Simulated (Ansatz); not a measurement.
# CeTe2: the cost of one run

Method: DFT r2SCAN, scalar-relativistic, plane waves, PAW, in Ansatz 0.2.0.

2 further runs of the same task are left out: 1 that didn't finish, 1 set aside as unsound or not needed.

## (1) The structure to begin with

It takes space group P4/nmm (No. 129, tetragonal). The conventional cell has a = 4.563 Å, b = 4.563 Å, c = 8.855 Å, α = 90.00°, β = 90.00°, γ = 90.00°. Ce (site symmetry 4mm) has 9 Te at 3.26 to 3.35 Å as nearest neighbours. Te (site symmetry 4mm) has 5 Ce at 3.26 to 3.35 Å as nearest neighbours. Te (site symmetry -4m2) has 4 Te at 3.23 Å and 4 Ce at 3.27 Å as nearest neighbours.

Coordinates:

```cif
data_structure
_symmetry_space_group_name_H-M 'P4/nmm:1'
_symmetry_Int_Tables_number 129
_cell_length_a 4.5635
_cell_length_b 4.5635
_cell_length_c 8.8552
_cell_angle_alpha 90.000
_cell_angle_beta 90.000
_cell_angle_gamma 90.000
_cell_volume 184.41
loop_
_atom_site_label
_atom_site_type_symbol
_atom_site_symmetry_multiplicity
_atom_site_Wyckoff_symbol
_atom_site_fract_x
_atom_site_fract_y
_atom_site_fract_z
_atom_site_occupancy
Ce1 Ce 2 c 0.50000 0.00000 0.26459 1
Te1 Te 2 c 0.50000 0.00000 0.63316 1
Te2 Te 2 a 0.00000 0.00000 0.00000 1
```

It is the result of an earlier relaxation at this level (volume 30.74 Å³/atom; gap on the mesh: none (metal)).

## (2) The bulk in the cell of the plane

Input file input.yaml:

```yaml
crystal:
  lattice:
    - [4.5634667492, 0.0, 0.0]
    - [0.0, 4.5634667492, 0.0]
    - [0.0, 0.0, 8.8552341632]
  atoms:
    - { symbol: Ce, position: [0.5, 0.0, 0.2645905258] }
    - { symbol: Ce, position: [0.0, 0.5, 0.7354094742] }
    - { symbol: Te, position: [0.5, 0.0, 0.6331558755] }
    - { symbol: Te, position: [0.0, 0.5, 0.3668441245] }
    - { symbol: Te, position: [0.0, 0.0, 0.0] }
    - { symbol: Te, position: [0.5, 0.5, 0.0] }
basis:
  ecutwfc: 500
kpoints:
  mp_grid: { grid: [8, 8, 4] }
hamiltonian:
  xc: r2scan
scf:
  occupations: { method: gaussian, width: 0.1 }
output:
  forces: true
  stress: true
  eigenvalues: true
```

Started as:

```
$ ansatz run input.yaml --threads 4 --pin off --max-ram 10240MiB --backend cpu --events-out ev --progress --plain --runs-dir out
```

Q: Estimate wall time and peak memory on 4 threads of Arm Neoverse V2, shared host.

About 44 s, with a peak of 1.1 GiB.
